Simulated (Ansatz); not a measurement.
Write a Python script for the Python package of Ansatz (0.2.0) that makes energies of removing a hydrogen of BH₆OP, SMILES O[BH2-][PH3+]. Use (for the species named): B3LYP, def2-TZVPP basis, multiplicity 1, D4 dispersion.

```yaml
atoms:
  - { symbol: O, position_ang: [-1.5214, 0.5182, -0.7175] }
  - { symbol: B, position_ang: [-0.7204, -0.4455, 0.0577] }
  - { symbol: P, position_ang: [1.1058, 0.0606, 0.0183] }
  - { symbol: H, position_ang: [-1.5999, 1.3253, -0.1471] }
  - { symbol: H, position_ang: [-0.8343, -1.5277, -0.4263] }
  - { symbol: H, position_ang: [-1.1000, -0.4874, 1.1885] }
  - { symbol: H, position_ang: [1.2547, 1.3233, 0.6225] }
  - { symbol: H, position_ang: [1.5458, 0.1233, -1.3173] }
  - { symbol: H, position_ang: [1.8698, -0.8901, 0.7212] }
```

`bh6op_bde.py`
```python
'''Cost of removing each kind of hydrogen from BH6OP, fragments frozen.'''

import ansatz as az

BASIS_SET = 'def2-TZVPP'
FUNCTIONAL = 'b3lyp'
DISPERSION = 'd4'


def energy_of(molecule, charge=0, unpaired=0):
    calc = (
        molecule.calculation()
        .basis(gaussian=BASIS_SET)
        .functional(FUNCTIONAL, dispersion=DISPERSION)
    )
    if charge:
        calc = calc.charge(charge)
    if unpaired:
        calc = calc.spin('collinear', total=unpaired)
    return calc.run(threads=1, pin='off').report['free_energy_ev']

GEOMETRY = '''
O    -1.52140    0.51820   -0.71750
B    -0.72040   -0.44550    0.05770
P     1.10580    0.06060    0.01830
H    -1.59990    1.32530   -0.14710
H    -0.83430   -1.52770   -0.42630
H    -1.10000   -0.48740    1.18850
H     1.25470    1.32330    0.62250
H     1.54580    0.12330   -1.31730
H     1.86980   -0.89010    0.72120
'''

def without(molecule, index):
    rest = az.Crystal.molecule()
    for i, site in enumerate(molecule.cartesian_sites):
        if i != index:
            rest = rest.atom(site.symbol, site.position_ang)
    return rest

system = az.Crystal.molecule()
for line in GEOMETRY.strip().splitlines():
    symbol, *xyz = line.split()
    system = system.atom(symbol, [float(v) for v in xyz])

whole = energy_of(system, 0)
hydrogen = energy_of(az.Crystal.molecule().atom('H', (0, 0, 0)), 0, 1)
print(f'E(molecule) = {whole:.5f} eV, E(H) = {hydrogen:.5f} eV')
for index in [3, 5, 8]:
    radical = energy_of(without(system, index), 0, 1)
    print(f'H{index}: homolysis {96.485332 * (radical + hydrogen - whole):.1f} kJ/mol')
```

```console
$ python bh6op_bde.py
E(molecule) = -12112.33508 eV, E(H) = -13.66431 eV
H3: homolysis 446.2 kJ/mol
H5: homolysis 405.5 kJ/mol
H8: homolysis 364.2 kJ/mol
```

Total energies depend on the basis set; only differences at equal settings carry meaning. The geometry is a force-field or estimated start, not a minimum of this method, and the basis set is short of its limit. All parts are taken at fixed geometry, without zero-point energy. b3lyp holds the VWN-RPA fit, as in Gaussian; the form of ORCA and Turbomole is b3lyp5. Wall time of the script: 47 s on 1 thread of Intel(R) Xeon(R) Platinum 8259CL CPU @ 2.50GHz (Skylake/Cascade Lake) (shared host), peak memory 0.56 GiB.
